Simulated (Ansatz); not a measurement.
# ClH5OSi2: the cost of one run

All numbers are computed with the Python package of Ansatz 0.2.0. Level of theory: PBE/6-31G*.

**1. The system**

Bond lengths: Si1–O2 1.607 Å, O2–Si3 1.666 Å, Si3–Cl4 2.094 Å, Si1–H5 1.527 Å, Si1–H6 1.460 Å, Si1–H7 1.510 Å, Si3–H8 1.424 Å, Si3–H9 1.424 Å. Angles: Si1–O2–Si3 138.9°, O2–Si1–H5 109.7°, O2–Si1–H6 114.5°, O2–Si1–H7 109.6°, H5–Si1–H6 109.3°, H5–Si1–H7 105.8°, H6–Si1–H7 107.6°, O2–Si3–Cl4 103.0°, O2–Si3–H8 109.8°, O2–Si3–H9 109.9°, Cl4–Si3–H8 110.3°, Cl4–Si3–H9 108.7°, H8–Si3–H9 114.5°.

The script holds or builds the structure itself.

**2. The script**

clh5osi2.py

```python
'''Minimum-energy structure of ClH5OSi2.'''

import ansatz as az
from ase import Atoms
import numpy as np

atoms = Atoms(['Si', 'O', 'Si', 'Cl', 'H', 'H', 'H', 'H', 'H'], positions=[
    (0.478, 1.4412, 0.302),
    (0.4911, -0.165, 0.2467),
    (-0.4694, -1.4107, -0.3029),
    (0.6589, -3.114, 0.1543),
    (0.335, 2.0028, -1.1109),
    (1.6492, 2.035, 0.9401),
    (-0.7423, 1.913, 1.0563),
    (-1.6996, -1.4243, 0.4146),
    (-0.6124, -1.3243, -1.7172),
])
system = az.Crystal.molecule_from_ase(atoms)

calculation = system.calculation()
calculation = calculation.basis(gaussian='6-31G*').functional('pbe')
symbols = [site.symbol for site in system.cartesian_sites]
start = np.array([site.position_ang for site in system.cartesian_sites], dtype=float)
def progress(event):
    if event['event'] == 'relax_step':
        row = event['data']
        print(f'step {row["step"]:3d}  E = {row["lagrangian_ev"]:.6f} eV  largest force component {row["allowed_force_max_ev_ang"]:.4f} eV/A')


r = calculation.relax(force_tolerance=0.02).session().plan().execute(on_event=progress).report
end = np.array(r['positions_ang'])

for key in ('converged', 'free_energy_ev', 'reference_energy_ev', 'n_frozen', 'n_occupied', 'n_virtual'):
    print(f'{key:22s} {r[key]}')

print('final positions (A) and the move of each atom')
for symbol, xyz, old in zip(symbols, end, start):
    print(f'{symbol:2s} {xyz[0]:10.5f} {xyz[1]:10.5f} {xyz[2]:10.5f}   {np.linalg.norm(xyz - old):7.4f}')

charges = r['charge_distribution']
print('dipole moment', round(4.803205 * float(np.linalg.norm(charges['dipole_moment_e_ang'])), 3), 'D')
print('Mulliken:', [(s, round(q, 3)) for s, q in zip(symbols, charges['mulliken_charges_e'])])
```

**3. The run**

Run with:

```console
> python clh5osi2.py
```

What time and memory should one allow on 1 thread of Arm Neoverse V2, shared host?

About 68 s, with a peak of 0.2 GiB.
